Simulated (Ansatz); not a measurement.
Crystal: GeCN2.

```
CELL_PARAMETERS angstrom
1.79379 1.03565 4.92196
-1.79379 1.03565 4.92196
0.00000 -2.07129 4.92196
ATOMIC_POSITIONS crystal
Ge 0.00000 0.00000 0.00000
N 0.58390 0.58390 0.58390
N 0.41610 0.41610 0.41610
C 0.50000 0.50000 0.50000
```

The cell comes from a database or a generator and needn't be the stable form of this composition.

Base run:

| Item | Value |
| --- | --- |
| Program | Ansatz 0.2.0 |
| Functional | PBE |
| Potentials or basis | Ansatz PAW |
| Cutoff | 420 eV |
| Density cutoff | 1680 eV |
| k mesh | 8 × 8 × 8 |
| Occupations | fixed |
| Spin | no spin polarisation |

Its results: band gap on the k mesh 1.04 eV, indirect (least direct gap 2.00 eV).

Question: After a change of settings the same cell gave: band gap on the k mesh 0.90 eV, indirect (least direct gap 1.81 eV). Which change was it?
A. functional from PBE to LDA; potential files from those of the base run to others of the same set
B. k mesh from 8 × 8 × 8 to 9 × 9 × 9; occupations from fixed to fermi-dirac, width 0.05 eV
C. functional from PBE to r2SCAN; cutoff from 420 eV to 500 eV; density cutoff from 1680 eV to 2000 eV; potential files from those of the base run to others of the same set
D. functional from PBE to PBE0; k mesh from 8 × 8 × 8 to 6 × 6 × 6; potential files from those of the base run to others of the same set

Answer: A.

Not every run made on this cell is shown here.
